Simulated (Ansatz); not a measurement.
**SnO: stress in a strained cell**

SnO is deformed so: zz strain of +2 %. What stress and forces result, by LAPW, PAW and all-electron datasets made for the crystal?

Program: Ansatz 0.2.0. Level of theory: DFT LDA, scalar-relativistic. These are calculated values, not measurements.

## (1) The starting structure

The structure is tetragonal, space group P4/nmm (No. 129). The conventional cell has a = 3.802 Å, b = 3.802 Å, c = 4.836 Å, α = 90.00°, β = 90.00°, γ = 90.00°. Sn (site symmetry 4mm) is surrounded by 4 O at 2.22 Å. O (site symmetry -4m2) is surrounded by 4 Sn at 2.22 Å.

As a file:

```
Sn O
1.0
     3.80200    0.00000    0.00000
     0.00000    3.80200    0.00000
     0.00000    0.00000    4.83600
Sn O
2 2
Direct
  0.00000 0.50000 0.23850
  0.50000 0.00000 0.76150
  0.00000 0.00000 0.00000
  0.50000 0.50000 0.00000
```

Atoms are numbered in the order of the input: Sn1, Sn2, O3, O4.

## (2) After the deformation

Space group P4/nmm before, P4/nmm after.

## (3) Full-potential LAPW

Contents of input.yaml:

```yaml
crystal:
  lattice:
    - [3.802, 0.0, 0.0]
    - [0.0, 3.802, 0.0]
    - [0.0, 0.0, 4.93272]
  atoms:
    - { symbol: Sn, position: [0.0, 0.5, 0.2385] }
    - { symbol: Sn, position: [0.5, 0.0, 0.7615] }
    - { symbol: O, position: [0.0, 0.0, 0.0] }
    - { symbol: O, position: [0.5, 0.5, 0.0] }
kpoints:
  mp_grid: { grid: [6, 6, 5] }
  band_path:
    path:
      - [0.0, 0.0, 0.0]
      - [0.0, 0.5, 0.0]
      - [0.5, 0.5, 0.0]
      - [0.0, 0.0, 0.0]
      - [0.0, 0.0, 0.5]
      - [0.0, 0.5, 0.5]
      - [0.5, 0.5, 0.5]
      - [0.0, 0.0, 0.5]
      - [0.0, 0.5, 0.0]
    npoints: 5
scf:
  occupations: { method: fermi_dirac, width: 0.02 }
hamiltonian:
  xc: lda
  pseudopotentials: { kind: all_electron, lapw: { basis_error: 0.0005 } }
output:
  forces: true
  stress: true
  eigenvalues: true
```

The run is started by

```bash
> ansatz run input.yaml --threads 1 --pin off --max-ram 4096MiB --backend cpu --events-out ev --progress --plain --runs-dir out
```

## (4) Frozen-core PAW

Contents of input.yaml:

```yaml
crystal:
  lattice:
    - [3.802, 0.0, 0.0]
    - [0.0, 3.802, 0.0]
    - [0.0, 0.0, 4.93272]
  atoms:
    - { symbol: Sn, position: [0.0, 0.5, 0.2385] }
    - { symbol: Sn, position: [0.5, 0.0, 0.7615] }
    - { symbol: O, position: [0.0, 0.0, 0.0] }
    - { symbol: O, position: [0.5, 0.5, 0.0] }
kpoints:
  mp_grid: { grid: [6, 6, 5] }
scf:
  occupations: { method: fermi_dirac, width: 0.02 }
hamiltonian:
  xc: lda
  pseudopotentials: { kind: paw }
output:
  forces: true
  stress: true
  eigenvalues: true
  efg: { contact_densities: true }
```

## (5) All-electron PAW on datasets made for the crystal

input.yaml: that of step 4 with these lines changed.

```diff
@@ -16,3 +16,3 @@
   xc: lda
-  pseudopotentials: { kind: paw }
+  pseudopotentials: { kind: all_electron, datasets: crystal }
 output:
```

(Steps that only read results are left out.)

Before running it: what results should come out? Wanted: pressure; largest shear or deviatoric stress.

The runs gave:

| quantity | value |
| --- | --- |
| pressure | LAPW -4.32, PAW -4.31, crystal datasets -4.32 GPa |
| largest shear or deviatoric stress (LAPW) | 0.64 GPa |

What this shows: The largest part of the stress beyond the pressure is 0.64 GPa in size, in the zz component; the atoms are carried along and not relaxed. No run of the undeformed cell stands beside it, so the pressure holds what the given cell had before the change. PAW: stress within 0.02 GPa of LAPW, forces within 1 meV/Å. Crystal datasets: stress within 0.01 GPa of LAPW, forces within 1 meV/Å.
